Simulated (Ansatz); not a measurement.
# WF+ (triplet): wave-function methods side by side, def2-SVP

The task here is to estimate one member of a computed series from the others.

Method: def2-SVP, core rule «outside noble gas», up to 5 orbitals frozen; program: Ansatz 0.2.0, Gaussian basis.

The runs, in order: UHF; CCSD(T) on ROHF; CCSD(T) on UHF; CISD; CCSDT(Q) on ROHF; CCSDT(Q) on UHF; CASSCF and MRCISD+Q, 12 electrons in 10 orbitals; CASSCF and NEVPT4(SD), 12 electrons in 10 orbitals; CASSCF and NEVPT2, 12 electrons in 10 orbitals.

18 further runs of the same task are left out: 6 for a known fault of the program, 5 that didn't finish, 7 set aside as unsound or not needed.

### What is computed

The geometry is a PBE0/def2-TZVP stationary point (not a proven minimum) of the parent state, kept for this charge and spin. No spin-orbit coupling is included. Elements past krypton take def2 core potentials.

2 atoms, charge 1, spin multiplicity 3.

Atoms are counted from 1 here; the program's logs count them from 0.

Bond lengths: W1–F2 1.828 Å.

The first run:

Contents of in.yaml:

```yaml
crystal:
  periodic: [false, false, false]
  atoms:
    - {symbol: W, position_ang: [0.000000, 0.000000, 0.000000]}
    - {symbol: F, position_ang: [0.000000, 0.000000, 1.827922]}
basis:
  gaussian: {orbitals: def2-SVP}
total_charge: 1
magnetization: {spin_polarized: true, initial_magnetization: 2}
hamiltonian: {xc: hf}
output: {orbitals: {seedname: orbitals}}
```

Command:

```sh
$ ansatz run in.yaml --threads 1 --pin off --events-out ev --progress --plain --max-ram 2393MiB
```

Among the steps run: UHF; CCSD(T) on ROHF; CCSD(T) on UHF; CISD; CCSDT(Q) on ROHF; CCSDT(Q) on UHF; CASSCF and MRCISD+Q, 12 electrons in 10 orbitals; CASSCF and NEVPT4(SD), 12 electrons in 10 orbitals; CASSCF and NEVPT2, 12 electrons in 10 orbitals.

One table of the session follows, with a row left open; its other results are not shown here.

It belongs to the step «Misses and costs». 

```
            method  from RCCSDT(Q) (meV)
               UHF                     ?
              RMP2                +707.4
              UMP2                 -12.7
             RCCSD                +407.2
             UCCSD                -670.1
          RCCSD(T)                 +71.4
          UCCSD(T)               -1193.3
            RCCSDT                 +20.7
            UCCSDT               -1275.8
         RCCSDT(Q)                     0
         UCCSDT(Q)               -1365.2
    CASSCF valence               +5688.3
    NEVPT2 valence               +1003.8
NEVPT4(SD) valence                +106.0
    MRCISD valence                +332.5
  MRCISD+Q valence                 +25.7
```

Q: Estimate the row for UHF from the others.

The run gave: from RCCSDT(Q) (meV): +7058.9. In the column «from RCCSDT(Q) (meV)» it is the highest.

Not comparable, so not listed: CISD (they don't share determinant, frozen orbitals or solution with the rows shown, or repeat one).

To keep in mind: The determinant is far from a pure spin state, so its energy mixes those of several spin states (harmless only where they are near-degenerate, as at dissociation). Left out of the table: ROHF (another determinant or state than the rows shown). The program flags UCCSD(T), UCCSDT(Q) as in doubt, so those rows may rest on another solution; read them beside their warnings. Warnings: spin contamination; coupled cluster took another determinant than the lowest; large T1 diagnostic. Restricted and unrestricted rows rest on different reference determinants; where their highest levels disagree by more than a few hundredths of an eV, they describe different states and don't form one ladder.
